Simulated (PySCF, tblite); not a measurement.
**C₃H₉O₂Si radical: geometry, infrared bands and EPR parameters**

What infrared bands and EPR parameters should C₃H₉O₂Si radical (`[CH2]C[Si@H](O)OC`) show?

Computed with tblite 0.8.0 and PySCF 2.14.0, with density-fitted response routines of our own, on a single molecule in the gas phase. Atoms count from 0, in the outputs and in this text.

**1. The starting structure**

15 atoms, charge 0, multiplicity 2; geometry from: force field or distance geometry start.

Bonds of the start (Å): C0–C1 1.51, C1–Si2 1.85, Si2–O3 1.73, Si2–O4 1.71, O4–C5 1.39, C0–H6 1.09, C0–H7 1.11, C1–H8 1.12, C1–H9 1.09, Si2–H10 1.47, O3–H11 0.98, C5–H12 1.11, C5–H13 1.11, C5–H14 1.12.

**2. Optimising the geometry with GFN2-xTB**

What the job is given:

```
{"job": {"kind": "relax", "xc": "GFN2-xTB", "basis": "xTB"}, "charge": 0, "multiplicity": 2}
C      2.705300     0.070400    -0.074300
C      1.472400    -0.779700    -0.290100
Si    -0.068600     0.232600    -0.460800
O      0.332700     1.836100     0.038000
O     -1.236000    -0.435500     0.601000
C     -2.539600    -0.368700     0.118100
H      3.518900    -0.370100    -0.657100
H      2.494200     1.126700    -0.323800
H      1.390200    -1.437200     0.616400
H      1.565400    -1.453100    -1.146000
H     -0.482900     0.215400    -1.872100
H     -0.360900     2.477900    -0.229100
H     -2.881700     0.674100    -0.057600
H     -2.724600    -1.043000    -0.741000
H     -3.189000    -0.737900     0.950600
```

On the command line:

```console
> OMP_NUM_THREADS=1 python probes_run.py task.json out
```

The driver reads the jobs from task.json and runs them one after another.

Output:

```text
step      E/eV     max force
  0    -566.95739    2.535
  1    -567.32986    1.627
  2    -567.50666    1.021
  3    -567.56284    0.793
  4    -567.61783    0.327
  5    -567.63368    0.397
  6    -567.66691    0.362
  7    -567.68222    0.377
  8    -567.69721    0.406
  9    -567.71238    0.371
 10    -567.72851    0.408
 11    -567.74198    0.349
 12    -567.75067    0.195
 13    -567.75590    0.214
 14    -567.76197    0.301
 15    -567.76928    0.290
 16    -567.77536    0.210
 17    -567.78022    0.168
 18    -567.78474    0.193
 19    -567.78973    0.262
 20    -567.79568    0.241
 21    -567.80253    0.164
 22    -567.80648    0.148
 23    -567.81134    0.186
 24    -567.81777    0.213
 25    -567.82454    0.185
 26    -567.83019    0.240
 27    -567.83520    0.230
 28    -567.84076    0.206
 29    -567.84753    0.229
 30    -567.85303    0.176
 31    -567.85644    0.183
 32    -567.85965    0.213
 33    -567.86288    0.245
 34    -567.86720    0.170
 35    -567.87250    0.232
 36    -567.87821    0.205
 37    -567.88126    0.180
 38    -567.88514    0.165
 39    -567.88902    0.138
 40    -567.89350    0.118
 41    -567.89716    0.136
 42    -567.89936    0.313
 43    -567.89374    0.599
 44    -567.90314    0.165
 45    -567.90493    0.148
 46    -567.91182    0.223
 47    -567.91553    0.164
 48    -567.91930    0.182
 49    -567.93239    0.163
 50    -567.93785    0.236
 51    -567.94200    0.142
 52    -567.94409    0.152
 53    -567.94570    0.093
 54    -567.94700    0.071
 55    -567.94839    0.073
 56    -567.94896    0.072
 57    -567.94984    0.062
 58    -567.95066    0.073
 59    -567.95143    0.070
 60    -567.95195    0.053
 61    -567.95237    0.053
 62    -567.95285    0.058
 63    -567.95346    0.073
 64    -567.95403    0.056
 65    -567.95439    0.042
 66    -567.95462    0.034
 67    -567.95482    0.042
 68    -567.95516    0.042
 69    -567.95543    0.035
 70    -567.95562    0.026
 71    -567.95574    0.026
 72    -567.95589    0.033
 73    -567.95609    0.035
 74    -567.95630    0.034
 75    -567.95648    0.035
 76    -567.95666    0.038
 77    -567.95690    0.039
 78    -567.95726    0.050
 79    -567.95763    0.038
 80    -567.95787    0.030
 81    -567.95802    0.029
 82    -567.95815    0.028
 83    -567.95833    0.038
 84    -567.95848    0.028
 85    -567.95857    0.029
 86    -567.95863    0.024
 87    -567.95872    0.022
 88    -567.95884    0.027
 89    -567.95896    0.030
 90    -567.95905    0.029
 91    -567.95915    0.030
 92    -567.95931    0.030
 93    -567.95958    0.035
 94    -567.95992    0.040
 95    -567.96026    0.045
 96    -567.96060    0.043
 97    -567.96100    0.040
 98    -567.96146    0.055
 99    -567.96190    0.057
100    -567.96222    0.055
101    -567.96246    0.050
102    -567.96280    0.048
103    -567.96349    0.071
104    -567.96408    0.054
105    -567.96510    0.062
106    -567.96573    0.113
107    -567.96595    0.111
108    -567.96650    0.076
109    -567.96698    0.073
110    -567.96790    0.058
111    -567.96836    0.145
112    -567.96919    0.066
113    -567.96952    0.058
114    -567.96994    0.109
115    -567.97044    0.051
116    -567.97076    0.051
117    -567.97111    0.031
118    -567.97119    0.028
119    -567.97124    0.017
120    -567.97128    0.020
121    -567.97132    0.021
122    -567.97139    0.030
123    -567.97147    0.031
124    -567.97156    0.026
125    -567.97164    0.023
126    -567.97168    0.023
127    -567.97173    0.011
128    -567.97175    0.012
129    -567.97178    0.011
130    -567.97180    0.015
131    -567.97185    0.021
132    -567.97191    0.022
133    -567.97198    0.023
134    -567.97205    0.020
135    -567.97211    0.027
136    -567.97218    0.024
137    -567.97223    0.044
138    -567.97230    0.039
139    -567.97238    0.019
140    -567.97259    0.022
141    -567.97282    0.087
142    -567.97317    0.063
143    -567.97333    0.195
144    -567.97342    0.172
145    -567.97402    0.093
146    -567.97442    0.182
147    -567.97482    0.121
148    -567.97619    0.297
149    -567.97969    0.346
150    -567.97854    0.584
151    -567.98171    0.897
152    -567.98605    0.125
153    -567.99008    0.137
154    -567.96169    1.838
155    -567.99412    0.152
156    -567.99706    0.178
157    -567.95277    2.076
158    -568.00149    0.203
159    -568.00448    0.251
160    -567.96756    1.785
161    -568.00871    0.279
162    -568.01140    0.314
163    -568.00089    1.292
164    -568.01658    0.322
165    -568.01914    0.365
166    -568.02016    0.880
167    -568.02580    0.392
168    -568.02834    0.340
169    -568.03405    0.604
170    -568.03911    0.207
171    -568.04139    0.181
172    -568.04416    0.725
173    -568.05154    0.196
174    -568.05687    0.117
175    -568.06702    0.297
176    -568.06980    0.141
177    -568.07412    0.137
178    -568.07717    0.241
179    -568.08055    0.126
180    -568.08196    0.062
181    -568.08313    0.067
182    -568.08368    0.088
183    -568.08480    0.063
184    -568.08533    0.062
185    -568.08580    0.038
186    -568.08606    0.034
187    -568.08621    0.024
188    -568.08631    0.022
189    -568.08638    0.021
190    -568.08643    0.022
191    -568.08646    0.015
192    -568.08648    0.012
193    -568.08650    0.008
```

Wall time 0.95 s (1 thread of Arm Neoverse V2, shared host).

Step by step: (not every step is listed)

```csv
step,energy from step 0 (eV),largest force (eV/Å)
0,0.0000,2.5347
1,-0.3725,1.6266
2,-0.5493,1.0209
3,-0.6055,0.7927
4,-0.6604,0.3274
5,-0.6763,0.3972
6,-0.7095,0.3617
7,-0.7248,0.3769
8,-0.7398,0.4055
26,-0.8728,0.2401
44,-0.9457,0.1652
62,-0.9955,0.0581
80,-1.0005,0.0305
98,-1.0041,0.0550
116,-1.0134,0.0512
134,-1.0147,0.0195
152,-1.0287,0.1251
170,-1.0817,0.2071
188,-1.1289,0.0218
189,-1.1290,0.0214
190,-1.1290,0.0217
191,-1.1291,0.0150
192,-1.1291,0.0121
193,-1.1291,0.0079
```

Close pairs (by a distance rule), those that changed most:

```csv
bond,before (Å),after (Å),change (Å)
Si2–O4,1.714,1.614,-0.099
Si2–O3,1.727,1.631,-0.095
C1–Si2,1.852,1.923,+0.071
C0–C1,1.513,1.457,-0.056
C1–H8,1.123,1.090,-0.033
C0–H7,1.106,1.073,-0.033
O3–H11,0.982,0.953,-0.029
C5–H14,1.119,1.090,-0.029
```

The end geometry stands in the next job.

**3. Harmonic vibrations with GFN2-xTB**

What the job is given:

```
{"job": {"kind": "ir", "xc": "GFN2-xTB", "basis": "xTB"}, "charge": 0, "multiplicity": 2}
C      2.628879     0.155879    -0.461092
C      1.521391    -0.685835    -0.026486
Si    -0.121260     0.138742    -0.591109
O     -0.254177     1.657176    -0.009962
O     -1.305659    -0.746780     0.056552
C     -2.674434    -0.449130     0.088017
H      3.011553     0.077660    -1.459383
H      2.945085     0.990901     0.134089
H      1.500626    -0.786157     1.058266
H      1.581642    -1.677643    -0.468187
H     -0.204325     0.195162    -2.051181
H      0.466393     2.275040    -0.093407
H     -2.837203     0.586077     0.389036
H     -3.116278    -0.603379    -0.898673
H     -3.146646    -1.119723     0.805953
```

Output:

```text
mode    cm-1     km/mol
  1      57.7      0.16
  2      87.8      6.34
  3      97.6      0.68
  4     103.6      3.03
  5     168.6     10.59
  6     235.3     10.80
  7     250.2     22.92
  8     274.4     62.43
  9     297.3     63.76
 10     332.1     13.22
 11     452.9     82.59
 12     660.3     16.44
 13     705.3    160.72
 14     717.7     75.76
 15     749.9     29.80
 16     768.2    101.22
 17     823.5    325.50
 18     891.8    171.95
 19     933.8     55.29
 20    1125.4    150.65
 21    1127.8     48.98
 22    1147.5     86.82
 23    1165.0     22.26
 24    1171.2     13.63
 25    1206.3      2.55
 26    1407.1      0.15
 27    1411.4      6.47
 28    1461.1      1.73
 29    1475.7      4.25
 30    1484.9      2.85
 31    2249.6    277.21
 32    2957.2     41.91
 33    2975.2     30.68
 34    2982.7     30.26
 35    2992.4     26.02
 36    3000.2     34.12
 37    3127.8     35.56
 38    3166.5     60.06
 39    3684.6     25.20
```

Wall time 0.36 s (1 thread of Arm Neoverse V2, shared host).

Which atoms move in the most intense modes:

```csv
cm⁻¹,km/mol,atoms
453,82.6,"H6 38 %, H7 36 %, C0 23 %"
705,160.7,"H10 56 %, Si2 16 %"
768,101.2,"H11 33 %, O4 23 %, Si2 18 %, C5 13 %"
824,325.5,"H11 42 %, Si2 23 %, O3 16 %"
892,171.9,"O3 43 %, Si2 39 %"
1125,150.7,"O4 30 %, C5 27 %, H13 17 %, H14 16 %"
1148,86.8,"H14 28 %, O4 20 %, H12 17 %, C5 16 %"
2250,277.2,H10 97 %
```

**4. EPR parameters: B3LYP/pcH-1**

The job, as its differences from that of step 3:

```diff
@@ -1,2 +1,2 @@
-{"job": {"kind": "ir", "xc": "GFN2-xTB", "basis": "xTB"}, "charge": 0, "multiplicity": 2}
+{"job": {"kind": "epr", "basis": "pcH-1"}, "charge": 0, "multiplicity": 2}
 C      2.628879     0.155879    -0.461092
```

With the program's defaults for keys left out, this is: UKS B3LYP, pcH-1 on C H O Si, non-relativistic, mean-field spin-orbit, GIAO.

Output:

```text
UKS, coarse grid
  cycle   1  E = -559.53621408  |g| = 7.55e-01
  cycle   2  E = -559.22299430  |g| = 1.20e+00
  cycle   3  E = -559.73043290  |g| = 9.23e-02
  cycle   4  E = -559.73317287  |g| = 4.70e-02
  cycle   5  E = -559.73421312  |g| = 8.30e-03
  cycle   6  E = -559.73423953  |g| = 4.53e-03
  cycle   7  E = -559.73424748  |g| = 1.43e-03
  cycle   8  E = -559.73424903  |g| = 4.22e-04
UKS, final grid
  cycle   1  E = -559.73424388  |g| = 5.07e-04
  cycle   2  E = -559.73424379  |g| = 7.21e-04
  cycle   3  E = -559.73424399  |g| = 7.45e-05
  cycle   4  E = -559.73424399  |g| = 2.20e-05
E = -559.73424399 Eh   <S^2> = 0.7538 (exact 0.7500)
g shifts (ppm)      1          2          3
  rmc          -148       -148       -148
  gc              9         35         31
  oz_so         -78        345       1247
  total        -216        233       1131
hyperfine (MHz)  atom isotope    a_iso     a_fc   dipolar eigenvalues
    0   13C      92.73      92.84    -75.98    -75.19    151.18
    1   13C     -26.46     -26.47     -6.03     -1.71      7.74
    2  29Si    -178.77    -178.92    -20.50      9.95     10.55
    3   17O       0.17       0.17     -2.15      0.85      1.30
    4   17O     -21.00     -20.99     -1.91      0.84      1.07
    5   13C       5.32       5.32     -0.66     -0.63      1.28
    6    1H     -59.46     -59.47    -37.02      0.52     36.50
    7    1H     -59.54     -59.55    -37.11      0.58     36.53
    8    1H      46.76      46.75     -4.55     -3.93      8.48
    9    1H      54.32      54.32     -4.65     -4.00      8.65
   10    1H       0.76       0.76     -2.95     -1.68      4.62
   11    1H      -0.50      -0.50     -3.55     -1.67      5.22
   12    1H      -0.42      -0.42     -0.80     -0.43      1.23
   13    1H      -0.40      -0.40     -0.70     -0.45      1.16
   14    1H       0.44       0.45     -0.65     -0.40      1.05
```

It took 63 s on 1 thread of Arm Neoverse V2, shared host; peak memory 0.88 GiB.

Principal g values 2.00210, 2.00255, 2.00345; g(iso) = 2.00270, against 2.00232 for a free electron.

Mean a(iso) over the nuclei that a row names, and the largest dipolar term of the row (other rows stand at the frozen geometry):

```csv
nuclei,isotope,a(iso) (MHz),"a(iso) (G, at g = 2.0023)",largest dipolar term (MHz)
Si2,29Si,-178.8,-63.8,-20.5
C0,13C,92.7,33.1,151.2
"H6, H7",1H,-59.5,-21.2,-37.1
H9,1H,54.3,19.4,8.6
H8,1H,46.8,16.7,8.5
C1,13C,-26.5,-9.4,7.7
O4,17O,-21.0,-7.5,-1.9
C5,13C,5.3,1.9,1.3
H10,1H,0.8,0.3,4.6
H11,1H,-0.5,-0.2,5.2
O3,17O,0.2,0.1,-2.2
"H12, H13, H14",1H,-0.1,0.0,1.2
```

Mulliken spin populations:

C0 1.02; C1 -0.06; Si2 0.07; O3 0.00; O4 0.00; C5 0.00; H6 -0.04; H7 -0.04; H8 0.02; H9 0.02; H10 0.00; H11 0.00; H12 0.00; H13 0.00; H14 0.00

In first order the couplings over 0.8 MHz of 1H give 12 distinct lines over 78.5 G, if the averaged nuclei exchange fast.

Orbitals, density, ELF and potential are computed afterwards from the orbital file.

ELF in a plane through or near 7 of the atoms.

Values, 10 rows by 14 columns:
```
0.00 0.00 0.00 0.00 0.00 0.00 0.00 0.00 0.00 0.00 0.00 0.00 0.00 0.00
0.00 0.00 0.00 0.00 0.00 0.00 0.00 0.00 0.00 0.00 0.00 0.00 0.00 0.00
0.00 0.00 0.00 0.00 0.00 0.28 0.76 0.39 0.39 0.00 0.00 0.00 0.00 0.00
0.00 0.00 0.01 0.22 0.22 0.08 0.76 0.54 0.69 0.01 0.91 0.34 0.00 0.00
0.00 0.00 0.08 0.74 0.80 0.11 0.32 0.16 0.15 0.25 0.97 0.42 0.01 0.00
0.00 0.02 0.31 0.72 0.24 0.72 0.91 0.10 0.79 0.83 0.62 0.40 0.03 0.00
0.00 0.01 0.41 0.58 0.37 0.70 0.60 0.08 0.85 0.60 0.46 0.75 0.09 0.00
0.00 0.00 0.00 0.01 0.27 0.98 0.77 0.00 0.16 0.04 0.01 0.06 0.00 0.00
0.00 0.00 0.00 0.00 0.01 0.14 0.03 0.00 0.00 0.00 0.00 0.00 0.00 0.00
0.00 0.00 0.00 0.00 0.00 0.00 0.00 0.00 0.00 0.00 0.00 0.00 0.00 0.00
```
The map spans 11.8 Å across and 9.6 Å up, centred on the molecule. Atoms in the plane (x, y in Å): C0 (-2.6, -0.1), C1 (-1.4, -0.9), O3 (0.1, 1.7), O4 (1.4, -0.6), C5 (2.7, -0.2), H11 (-0.7, 2.2), H12 (2.8, 0.8).

log10 of the density (e/Å³) in the same plane.

Values, 10 rows by 14 columns:
```
-4.0 -4.0 -4.0 -4.0 -4.0 -4.0 -4.0 -4.0 -4.0 -4.0 -4.0 -4.0 -4.0 -4.0
-4.0 -4.0 -4.0 -4.0 -4.0 -3.8 -3.0 -3.0 -3.6 -4.0 -4.0 -4.0 -4.0 -4.0
-4.0 -4.0 -4.0 -3.5 -3.2 -2.0 -0.9 -0.9 -1.5 -2.9 -3.3 -3.6 -4.0 -4.0
-4.0 -3.9 -2.7 -1.9 -1.7 -1.4 -0.1  0.8 -0.6 -1.8 -1.4 -2.1 -3.3 -4.0
-4.0 -3.1 -1.8 -0.5 -0.3 -1.1 -0.5 -0.1 -0.8 -0.8  0.0 -1.1 -2.5 -4.0
-4.0 -2.8 -1.5 -0.1  0.7  0.1 -0.1  0.0  0.5  0.3  1.6 -0.5 -2.1 -3.6
-4.0 -3.2 -2.0 -1.1 -0.6  0.3 -0.3 -1.0  0.0 -0.3 -0.7 -1.0 -2.2 -3.7
-4.0 -4.0 -3.2 -2.4 -1.5 -0.6 -1.2 -2.2 -1.9 -2.1 -2.4 -2.5 -3.3 -4.0
-4.0 -4.0 -4.0 -3.9 -2.9 -2.4 -2.7 -3.6 -4.0 -4.0 -4.0 -4.0 -4.0 -4.0
-4.0 -4.0 -4.0 -4.0 -4.0 -4.0 -4.0 -4.0 -4.0 -4.0 -4.0 -4.0 -4.0 -4.0
```
The map spans 11.8 Å across and 9.6 Å up, centred on the molecule. Atoms in the plane (x, y in Å): C0 (-2.6, -0.1), C1 (-1.4, -0.9), O3 (0.1, 1.7), O4 (1.4, -0.6), C5 (2.7, -0.2), H11 (-0.7, 2.2), H12 (2.8, 0.8).

On the surface of density 0.002 e/bohr³ the electrostatic potential runs, from the 1st to the 99th percentile, from -1.27 V near O3 to 2.30 V near H11.

The spin density lies nearest to C0 59 %; H7 15 %.

**5. Results**

```
                                 quantity                    value
strongest single infrared mode (GFN2-xTB)     824 cm⁻¹, 326 km/mol
             zero-point energy (GFN2-xTB)            71.4 kcal/mol
                           g(iso) (B3LYP)                  2.00270
                                     ⟨S²⟩       0.754 (exact 0.75)
       largest a(iso) (averaged by class)  29Si on Si2, -178.8 MHz
    surface potential, 1st and 99th percentile       -1.27 V and 2.30 V
```

In words: The optimisation took 193 steps and gained 1.129 eV; among the close pairs (by a distance rule), Si2–O4 changed most, from 1.714 to 1.614 Å. All 39 modes are real, so the xTB geometry is a minimum. The strongest single mode, at 824 cm⁻¹, is carried by H11, Si2, O3. Unscaled tight-binding wavenumbers are off by several per cent, some by more. Its intensities can rank the bands wrongly. C0 carries the largest spin population, 1.02 e. The isotropic g lies 0.4 ppt above the free-electron value.
